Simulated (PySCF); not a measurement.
# C5H12Si: electronic excitations

Wanted: the electronic excitations of C5H12Si (`C=C[SiH2]CCC`), by calculation.

Programs: PySCF 2.14.0, with density-fitted response routines of our own. Each step states its level of theory. These are calculated values for one molecule in the gas phase, unless marked as measured. Atoms count from 0, in the outputs and in this text.

### 1 Starting geometry

18 atoms, charge 0, multiplicity 1; geometry from: GFN2-xTB.

Bonds of the start (Å): C0–C1 1.32, C1–Si2 1.88, Si2–C3 1.90, C3–C4 1.53, C4–C5 1.52, C0–H6 1.08, C0–H7 1.08, C1–H8 1.08, Si2–H9 1.47, Si2–H10 1.47, C3–H11 1.09, C3–H12 1.09, C4–H13 1.09, C4–H14 1.09, C5–H15 1.09, C5–H16 1.09, C5–H17 1.09.

### 2 Ultraviolet spectrum: CAM-B3LYP/def2-SVPD

The job: settings as JSON, then the geometry in Å.

```
{"job": {"kind": "uv", "xc": "CAM-B3LYP", "basis": "def2-SVPD", "nstates": 8, "ntriplets": 3}, "charge": 0, "multiplicity": 1}
C      3.606447    -0.120961    -0.522188
C      2.494364    -0.710640    -0.114390
Si     1.088227     0.148996     0.796476
C     -0.542865    -0.209297    -0.119349
C     -1.757312     0.416988     0.559032
C     -3.046214     0.142948    -0.208052
H      3.783406     0.928773    -0.352861
H      4.392009    -0.649106    -1.041999
H      2.381207    -1.770536    -0.313036
H      1.006017    -0.380110     2.166853
H      1.333783     1.595669     0.843723
H     -0.698965    -1.288124    -0.193128
H     -0.482949     0.162017    -1.145272
H     -1.610637     1.496119     0.640283
H     -1.849544     0.022476     1.573241
H     -2.984070     0.553279    -1.214331
H     -3.223600    -0.928129    -0.286542
H     -3.898063     0.595954     0.295242
```

Method: TDDFT CAM-B3LYP/def2-SVPD, vertical, gas phase, core orbitals frozen in the response.

Run with:

```bash
> OMP_NUM_THREADS=1 python probes_run.py task.json out
```

One launch serves the whole session: the jobs run in the order shown.

Log:

```text
coarse grid: 14496 points
cycle   1  E = -486.7679476505  dE =  3.782e-01  |g| = 3.450e-01  |ddm| = 5.609e+00
cycle   2  E = -486.7820966770  dE = -1.415e-02  |g| = 2.768e-01  |ddm| = 8.921e-01
cycle   3  E = -486.8022654028  dE = -2.017e-02  |g| = 3.116e-02  |ddm| = 4.013e-01
cycle   4  E = -486.8024949196  dE = -2.295e-04  |g| = 1.724e-02  |ddm| = 7.731e-02
cycle   5  E = -486.8025703666  dE = -7.545e-05  |g| = 3.159e-03  |ddm| = 2.788e-02
cycle   6  E = -486.8025728968  dE = -2.530e-06  |g| = 9.386e-04  |ddm| = 6.016e-03
final grid: 132432 points
cycle   7  E = -486.8827031815  dE = -3.230e-05  |g| = 3.768e-03  |ddm| = 6.505e-02
cycle   8  E = -486.8827038515  dE = -6.699e-07  |g| = 3.520e-03  |ddm| = 1.105e-02
cycle   9  E = -486.8827070382  dE = -3.187e-06  |g| = 2.694e-04  |ddm| = 4.500e-03
cycle  10  E = -486.8827070514  dE = -1.322e-08  |g| = 1.795e-04  |ddm| = 6.444e-04
cycle  11  E = -486.8827070597  dE = -8.300e-09  |g| = 3.290e-05  |ddm| = 2.598e-04
cycle  12  E = -486.8827070600  dE = -2.913e-10  |g| = 7.489e-06  |ddm| = 6.250e-05
converged SCF energy = -486.8827070600

Static polarisability (au): isotropic 89.246, principal 74.999 78.492 114.246

Singlet excitations
state   eV       nm        f      main configurations
  1   6.7428    183.9   0.01423   H-1->L 0.52, H-2->L 0.30, H->L 0.09
  2   7.2477    171.1   0.49768   H->L 0.86
  3   7.5056    165.2   0.02873   H->L+2 0.65, H->L+1 0.23
  4   7.7506    160.0   0.00545   H->L+1 0.51, H->L+2 0.15, H->L+4 0.13
  5   8.0492    154.0   0.01879   H-2->L 0.52, H-1->L 0.31
  6   8.2899    149.6   0.00326   H-1->L+2 0.30, H->L+5 0.22, H-1->L+1 0.11
  7   8.3275    148.9   0.00239   H->L+3 0.33, H-1->L+1 0.19, H->L+4 0.16
  8   8.3802    147.9   0.02487   H-1->L+1 0.31, H->L+3 0.17, H->L+6 0.14

Triplet excitations (Tamm-Dancoff, eV): 4.3619 6.1737 7.3443
```

Run time: 65 s. Hardware: 1 thread of Intel Xeon Platinum 8259CL at 2.50GHz, shared host; peak memory 1 GiB.

The orbitals next to the gap, with their largest atomic shares:

```csv
orbital,eV,atoms
HOMO−3,-10.72,"C3 16 %, C4 16 %, Si2 13 %"
HOMO−2,-10.28,"Si2 21 %, C1 20 %, C3 13 %"
HOMO−1,-9.77,"C1 23 %, Si2 17 %, C0 15 %"
HOMO,-9.05,"C0 29 %, C1 29 %, C3 12 %"
LUMO,0.90,"C0 35 %, C1 30 %, Si2 10 %"
LUMO+1,1.38,"Si2 22 %, C5 12 %, C3 9 %"
LUMO+2,1.59,"C0 23 %, Si2 16 %, C1 11 %"
```

With each of the 8 states as a Gaussian band of 0.4 eV half-width at 1/e, the curve within the window shown has maxima at 171 nm (ε 21,000) L/(mol cm). Beyond the last state computed it falls off for lack of states. The curve at chosen wavelengths:

```json
{"nm": "143", "ε (L/mol/cm)": "734"}
{"nm": "145", "ε (L/mol/cm)": "1129"}
{"nm": "148", "ε (L/mol/cm)": "1632"}
{"nm": "150", "ε (L/mol/cm)": "1816"}
{"nm": "152", "ε (L/mol/cm)": "1912"}
{"nm": "155", "ε (L/mol/cm)": "2240"}
{"nm": "157", "ε (L/mol/cm)": "2967"}
{"nm": "160", "ε (L/mol/cm)": "5559"}
{"nm": "162", "ε (L/mol/cm)": "8491"}
{"nm": "164", "ε (L/mol/cm)": "12155"}
{"nm": "167", "ε (L/mol/cm)": "17661"}
{"nm": "169", "ε (L/mol/cm)": "20190"}
{"nm": "171", "ε (L/mol/cm)": "21105"}
{"nm": "174", "ε (L/mol/cm)": "19275"}
{"nm": "176", "ε (L/mol/cm)": "16478"}
{"nm": "178", "ε (L/mol/cm)": "13141"}
{"nm": "181", "ε (L/mol/cm)": "8347"}
{"nm": "183", "ε (L/mol/cm)": "5786"}
{"nm": "185", "ε (L/mol/cm)": "3853"}
{"nm": "188", "ε (L/mol/cm)": "1987"}
{"nm": "190", "ε (L/mol/cm)": "1252"}
{"nm": "193", "ε (L/mol/cm)": "620"}
{"nm": "195", "ε (L/mol/cm)": "387"}
{"nm": "197", "ε (L/mol/cm)": "241"}
{"nm": "200", "ε (L/mol/cm)": "116"}
{"nm": "202", "ε (L/mol/cm)": "71"}
```

Further results of this job:

```csv
property,computed
dipole moment (D),0.51
polarisability (Å³),13.22
HOMO–LUMO gap (eV),9.95
−ε(HOMO) (eV),9.05
```

### 3 Outcome

```
                                quantity                        value
    lowest singlet (CAM-B3LYP/def2-SVPD)  6.74 eV (184 nm), f = 0.014
brightest single state of those computed  state 2, 7.25 eV, f = 0.498
                          lowest triplet                      4.36 eV
```

The lowest singlet, at 6.74 eV, is HOMO−1→LUMO 0.52, HOMO−2→LUMO 0.30 and is weak; of the 8 states computed, the strongest absorption comes from state 2 at 7.25 eV. The lowest triplet lies 2.38 eV below the lowest singlet (triplets in Tamm-Dancoff, singlets in full TDDFT).
